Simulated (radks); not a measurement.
# Ionising iridium step by step, Ir⁶⁰⁺ to Ir⁷⁶⁺

Wanted: the ionisation ladder of iridium and its errors against NIST. Each value is a difference of total energies (Δ-SCF).

The numbers are computed with radks (a radial shooting solver on a logarithmic mesh, Libxc functionals) version 1 (non-relativistic Kohn-Sham, LDA (Slater exchange, Perdew-Wang correlation), spin-unpolarised, spherical densities, point nucleus), except any that are marked as measured or tabulated.

### 1 What is computed

```
element             : iridium (Z = 77)
charges             : 60 to 76
first configuration : [Ne] 3s2 3p5
last configuration  : 1s1
```

The outer shells:

Ir⁶⁰⁺
```
[Ne] core
3s [↑↓]
3p [↑↓][↑↓][↑ ]
```

Ir⁷⁶⁺
```
1s [↑ ]
```

### 2 Ir⁶⁰⁺, [Ne] 3s2 3p5

Settings of this run:

```text
Z 77
configuration [Ne] 3s2 3p5
relativity non-relativistic
functional lda,pw
spin unpolarised
nucleus point
```

### 3 Ir⁶¹⁺, [Ne] 3s2 3p4

Settings of this run:

```text
Z 77
configuration [Ne] 3s2 3p4 4s0 3d0
relativity non-relativistic
functional lda,pw
spin unpolarised
nucleus point
```

### 4 Ir⁶²⁺, [Ne] 3s2 3p3

Settings of this run:

```text
Z 77
configuration [Ne] 3s2 3p3 4s0 3d0
relativity non-relativistic
functional lda,pw
spin unpolarised
nucleus point
```

### 5 Ir⁶³⁺, [Ne] 3s2 3p2

Settings of this run:

```text
Z 77
configuration [Ne] 3s2 3p2
relativity non-relativistic
functional lda,pw
spin unpolarised
nucleus point
```

### 6 Ir⁶⁴⁺, [Ne] 3s2 3p1

Settings of this run:

```text
Z 77
configuration [Ne] 3s2 3p1
relativity non-relativistic
functional lda,pw
spin unpolarised
nucleus point
```

### 7 Ir⁶⁵⁺, [Ne] 3s2

Settings of this run:

```text
Z 77
configuration [Ne] 3s2
relativity non-relativistic
functional lda,pw
spin unpolarised
nucleus point
```

### 8 Ir⁶⁶⁺, [Ne] 3s1

Settings of this run:

```text
Z 77
configuration [Ne] 3s1
relativity non-relativistic
functional lda,pw
spin unpolarised
nucleus point
```

### 9 Ir⁶⁷⁺, [Ne]

Settings of this run:

```text
Z 77
configuration [Ne]
relativity non-relativistic
functional lda,pw
spin unpolarised
nucleus point
```

### 10 Ir⁶⁸⁺, [He] 2s2 2p5

Settings of this run:

```text
Z 77
configuration [He] 2s2 2p5
relativity non-relativistic
functional lda,pw
spin unpolarised
nucleus point
```

### 11 Ir⁶⁹⁺, [He] 2s2 2p4

Settings of this run:

```text
Z 77
configuration [He] 2s2 2p4
relativity non-relativistic
functional lda,pw
spin unpolarised
nucleus point
```

### 12 Ir⁷⁰⁺, [He] 2s2 2p3

Settings of this run:

```text
Z 77
configuration [He] 2s2 2p3
relativity non-relativistic
functional lda,pw
spin unpolarised
nucleus point
```

### 13 Ir⁷¹⁺, [He] 2s2 2p2

Settings of this run:

```text
Z 77
configuration [He] 2s2 2p2
relativity non-relativistic
functional lda,pw
spin unpolarised
nucleus point
```

### 14 Ir⁷²⁺, [He] 2s2 2p1

Settings of this run:

```text
Z 77
configuration [He] 2s2 2p1
relativity non-relativistic
functional lda,pw
spin unpolarised
nucleus point
```

### 15 Ir⁷³⁺, [He] 2s2

Settings of this run:

```text
Z 77
configuration [He] 2s2
relativity non-relativistic
functional lda,pw
spin unpolarised
nucleus point
```

### 16 Ir⁷⁴⁺, [He] 2s1

Settings of this run:

```text
Z 77
configuration [He] 2s1
relativity non-relativistic
functional lda,pw
spin unpolarised
nucleus point
```

### 17 Ir⁷⁵⁺, [He]

Settings of this run:

```text
Z 77
configuration [He] 2s0 2p0
relativity non-relativistic
functional lda,pw
spin unpolarised
nucleus point
```

### 18 Ir⁷⁶⁺, 1s1

Settings of this run:

```text
Z 77
configuration 1s1 2s0 2p0
relativity non-relativistic
functional lda,pw
spin unpolarised
nucleus point
```

What does the calculation give? Wanted: for each run, species; configuration; Δ-SCF; −ε(HOMO); NIST; error.

As calculated:

| species | configuration | Δ-SCF (eV) | −ε(HOMO) (eV) | NIST (eV) | error (%) |
| --- | --- | --- | --- | --- | --- |
| Ir⁶⁰⁺ | [Ne] 3s2 3p5 | 6342.2 | 6278.8 | 6441 (theory) | -1.5 |
| Ir⁶¹⁺ | [Ne] 3s2 3p4 | 6469.2 | 6405.6 | 6580 (theory) | -1.7 |
| Ir⁶²⁺ | [Ne] 3s2 3p3 | 6596.5 | 6532.8 | 6708 (theory) | -1.7 |
| Ir⁶³⁺ | [Ne] 3s2 3p2 | 6724.0 | 6660.3 | 7274 (theory) | -7.6 |
| Ir⁶⁴⁺ | [Ne] 3s2 3p1 | 6851.2 | 6787.6 | 7421 (theory) | -7.7 |
| Ir⁶⁵⁺ | [Ne] 3s2 | 7108.3 | 7049.8 | 7710 (theory) | -7.8 |
| Ir⁶⁶⁺ | [Ne] 3s1 | 7220.9 | 7166.1 | 7850 (theory) | -8.0 |
| Ir⁶⁷⁺ | [Ne] | 16855.2 | 16685.1 | 17040 (theory) | -1.1 |
| Ir⁶⁸⁺ | [He] 2s2 2p5 | 17196.4 | 17025.6 | 17390 (theory) | -1.1 |
| Ir⁶⁹⁺ | [He] 2s2 2p4 | 17539.0 | 17367.5 | 17770 (theory) | -1.3 |
| Ir⁷⁰⁺ | [He] 2s2 2p3 | 17882.5 | 17710.6 | 18120 (theory) | -1.3 |
| Ir⁷¹⁺ | [He] 2s2 2p2 | 18225.9 | 18054.3 | 20210 (theory) | -9.8 |
| Ir⁷²⁺ | [He] 2s2 2p1 | 18567.9 | 18397.4 | 20650 (theory) | -10.1 |
| Ir⁷³⁺ | [He] 2s2 | 19045.0 | 18905.9 | 21200 (theory) | -10.2 |
| Ir⁷⁴⁺ | [He] 2s1 | 19307.9 | 19182.0 | 21556.6 (theory) | -10.4 |
| Ir⁷⁵⁺ | [He] | 79390 | 78811 | 86442.4 (theory) | -8.2 |
| Ir⁷⁶⁺ | 1s1 | 80464 | 79958 | 88114 (theory) | -8.7 |

**Reading.** Reference values: NIST Atomic Spectra Database (exp. measured, semi-emp. semi-empirical, theory a theoretical value adopted there). The steepest step, after dividing by the final charge, comes at Ir⁷⁵⁺ in [He], where the value goes from 19307.9 to 79390 eV. There the highest level belongs to another shell. Minus the highest eigenvalue gives 99 to 99 % of the Δ-SCF value along the ladder. Relativity is left out here, which matters for elements this heavy. Spin polarisation and multiplet splitting are left out, so open shells lie too high by an amount that depends on their filling.
